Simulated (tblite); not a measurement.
# C3H9Ge2NO: the cost of one run

Computed with tblite 0.8.0 and PySCF 2.14.0, with density-fitted response routines of our own, on a single molecule in the gas phase. Atoms count from 0, in the outputs and in this text.

## Step 1: Starting geometry

16 atoms, charge 0, multiplicity 1; geometry from: force field or distance geometry start.

Bonds of the start (Å): C0–C1 1.33, C1–C2 1.48, C2–O3 1.28, C2–N4 1.41, N4–Ge5 1.87, Ge5–Ge6 2.40, C0–H7 1.08, C0–H8 1.09, C1–H9 1.09, N4–H10 1.05, Ge5–H11 1.54, Ge5–H12 1.54, Ge6–H13 1.57, Ge6–H14 1.56, Ge6–H15 1.53.

## Step 2: Geometry optimisation with GFN2-xTB

Job settings and geometry (Å):

```
{"job": {"kind": "relax", "xc": "GFN2-xTB", "basis": "xTB"}, "charge": 0, "multiplicity": 1}
C     -3.351700     0.559400    -0.114800
C     -2.384200    -0.178300     0.410700
C     -1.086000    -0.140200    -0.294400
O     -0.989200     0.583500    -1.349600
N     -0.024000    -0.903900     0.226100
Ge     1.650800    -0.926100    -0.606800
Ge     2.902100     0.861600     0.395000
H     -3.147700     1.137100    -1.006000
H     -4.332400     0.571300     0.367900
H     -2.527400    -0.772000     1.314300
H     -0.210800    -1.464900     1.089700
H      2.353500    -2.270800    -0.317200
H      1.560600    -0.663200    -2.117200
H      3.739500     0.202900     1.547200
H      1.935600     1.915000     1.020900
H      3.903700     1.497400    -0.577300
```

Run with:

```
> OMP_NUM_THREADS=1 python probes_run.py task.json out
```

One launch serves the whole session: the jobs run in the order shown.

**Question.** How long does this first job take on 1 thread of Arm Neoverse N1, shared host?

About 2.7 s.
